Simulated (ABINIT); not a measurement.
A run of ABINIT 10.8.3 (patched build):

Contents of run.abi:

```
# Pseudopotentials
pp_dirpath "./"
pseudos "Ta.GGA_PBE-JTH.xml, As.GGA_PBE-JTH.xml"

# Structure
acell 3*1.0 Angstrom
rprim
    -1.7218133622     1.7218133622     5.8679415361
     1.7218133622    -1.7218133622     5.8679415361
     1.7218133622     1.7218133622    -5.8679415361
ntypat 2
znucl 73 33
natom 4
typat 1 1 2 2
xred
     0.4999673000     0.4999673000     0.0000000000
     0.2499673000     0.7499673000     0.5000000000
     0.0826321200     0.0826321200     0.0000000000
     0.8326321200     0.3326321200     0.5000000000

# Plane-wave basis
ecut 23.0
pawecutdg 45.0
pawxcdev 0

# k points
kptopt 1
ngkpt 9 9 9
nshiftk 1
shiftk 0.0 0.0 0.0

# Exchange and correlation
ixc -109134

# Bands and occupations
nband 34
occopt 3
tsmear 0.00183747

# SCF cycle
nstep 100
tolvrs 1.0e-9

# Output
iomode 3
prtwf 0
prtden 0
prteig 0
prtebands 0
```

Potentials or basis: JTH PAW PBE v2.0.

Launch:

```bash
$ abinit run.abi > log 2>&1
```

Hardware: 1 thread of Arm Neoverse V1 (shared host).

**Question.** Estimate the wall time of this run.

**Answer.** Run time: 15 min on 1 thread of Arm Neoverse V1, with other jobs on the host, peak memory 0.43 GiB. Counts: scf iterations 20, mpi ranks 1, k points 75, bands 34, plane waves 2498.
